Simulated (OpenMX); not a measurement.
Crystal: WS.

```
W S
1.0
     3.44485    0.00000    0.00000
     0.00000    3.44485    0.00000
     0.00000    0.00000    3.44485
W S
1 1
Direct
  0.50000 0.50000 0.50000
  0.00000 0.00000 0.00000
```

The cell was built by a generator and needn't be a form met in nature.

The cell isn't the ideal one: as made, not relaxed: species swapped into the MnAu type (Pm-3m, No. 221).

| Item | Value |
| --- | --- |
| Program | OpenMX 3.8.5 |
| Task | relaxation of cell and atoms |
| Functional | PBE |
| Potentials or basis | OpenMX 2013 PBE set, W7.0-s3p2d2, S7.0-s2p2d1, grid cutoff 400 Ry |
| k mesh | 5 × 5 × 5 |
| Occupations | fermi-dirac, width 0.05 eV |
| Spin | no spin polarisation |

At the start: pressure -33.9 GPa; volume 20.44 Å³/atom.

Where does the relaxation end?

Over 12 steps the energy falls by 1027.4 meV/atom and the volume is 13.99 Å³/atom (-31.5 %); space group Pm-3m (No. 221, to 0.05 Å).

Step by step:
| step | energy change (eV) | largest force (eV/Å) | pressure (GPa) | volume (Å³) |
| --- | --- | --- | --- | --- |
| 1 | 0.0000 | 0.0000 | -33.90 | 40.88 |
| 2 | -0.2444 | 0.0000 | -33.73 | 39.73 |
| 3 | -0.4764 | 0.0000 | -33.33 | 38.63 |
| 4 | -0.6944 | 0.0000 | -32.80 | 37.59 |
| 5 | -0.8966 | 0.0000 | -31.85 | 36.59 |
| 6 | -1.3405 | 0.0000 | -29.00 | 34.29 |
| 7 | -1.6641 | 0.0000 | -24.08 | 32.37 |
| 8 | -1.8635 | 0.0000 | -18.48 | 30.88 |
| 9 | -1.9714 | 0.0000 | -12.88 | 29.81 |
| 10 | -2.0547 | 0.0000 | -0.44 | 28.04 |
| 11 | -2.0548 | 0.0000 | -0.34 | 28.03 |
| 12 | -2.0549 | 0.0000 | 0.00 | 27.99 |

Final structure:
```cif
data_structure
_symmetry_space_group_name_H-M 'P 1'
_symmetry_Int_Tables_number 1
_cell_length_a 3.0362
_cell_length_b 3.0362
_cell_length_c 3.0362
_cell_angle_alpha 90.000
_cell_angle_beta 90.000
_cell_angle_gamma 90.000
_cell_volume 27.99
loop_
_atom_site_label
_atom_site_type_symbol
_atom_site_fract_x
_atom_site_fract_y
_atom_site_fract_z
_atom_site_occupancy
W1 W 0.46795 0.46795 0.46795 1
S1 S 0.96795 0.96795 0.96795 1
```

Caveat: the k mesh is coarse (spacing up to 0.36 Å⁻¹), so the values aren't converged; the volume moved by over 15 % at a fixed basis, so the end points are rough; volumes in these bases differ from converged ones by about 1 %, for some elements by several; the energies along the path lack the entropy term of the smearing; the basis of atomic orbitals isn't converged, which shifts pressures, moduli and gaps.
